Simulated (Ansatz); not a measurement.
# Cr: a single-point run

Wanted: a converged single-point run for Cr, and a check of what comes out. The structure is shown as the input types it.

Computed with Ansatz 0.2.0 (DFT, PBE, PAW with Ansatz's default frozen-core files, scalar-relativistic, unless a step's input says otherwise).

## Step 1: The starting structure

The structure is cubic, space group Im-3m (No. 229). The conventional cell has a = 2.969 Å, b = 2.969 Å, c = 2.969 Å, α = 90.00°, β = 90.00°, γ = 90.00°. Around Cr (site symmetry m-3m) lie 8 Cr at 2.57 Å.

Structure file:

```xyz
4
Lattice="2.9689 2.9689 0.0000 2.9689 0.0000 2.9689 2.9689 0.0000 -2.9689" Properties=species:S:1:pos:R:3 pbc="T T T"
Cr    0.0000    0.0000    0.0000
Cr    2.9689    0.0000    0.0000
Cr    4.4533    1.4844   -1.4844
Cr    4.4533    1.4844    1.4844
```

## Step 2: The calculation

input.yaml

```yaml
crystal:
  lattice:
    - [2.9688993551, 2.9688993551, 0.0]
    - [2.9688993551, 0.0, 2.9688993551]
    - [2.9688993551, 0.0, -2.9688993551]
  atoms:
    - { symbol: Cr, position: [0.0, 0.0, 0.0], spin: 3.0 }
    - { symbol: Cr, position: [0.0, 0.5, 0.5], spin: 3.0 }
    - { symbol: Cr, position: [0.5, 0.25, 0.75], spin: 3.0 }
    - { symbol: Cr, position: [0.5, 0.75, 0.25], spin: 3.0 }
magnetization:
  spin_polarized: true
kpoints:
  mp_grid: { grid: [10, 10, 10] }
scf:
  occupations: { method: fermi_dirac, width: 0.05 }
  lower_state_search: "off"
  max_iter: 60
hamiltonian:
  xc: pbe
  pseudopotentials: { kind: paw }
output:
  forces: true
  stress: true
  eigenvalues: true
  populations: true
accuracy: "yes please"
```

Run with:

```console
$ ansatz run input.yaml --threads 2 --pin off --max-ram 6144MiB --backend cpu --events-out ev --progress --plain --runs-dir out
```

What happens when this is run?

The program refused the input before any cycle. The line that matters: «line 27 column 1: unknown variant `yes please`, expected one of low, medium, high»

In the input, accuracy is yes please. The key wants another kind of value (number, word, list or true/false) than the one typed.

What to do: delete accuracy (the default then holds).
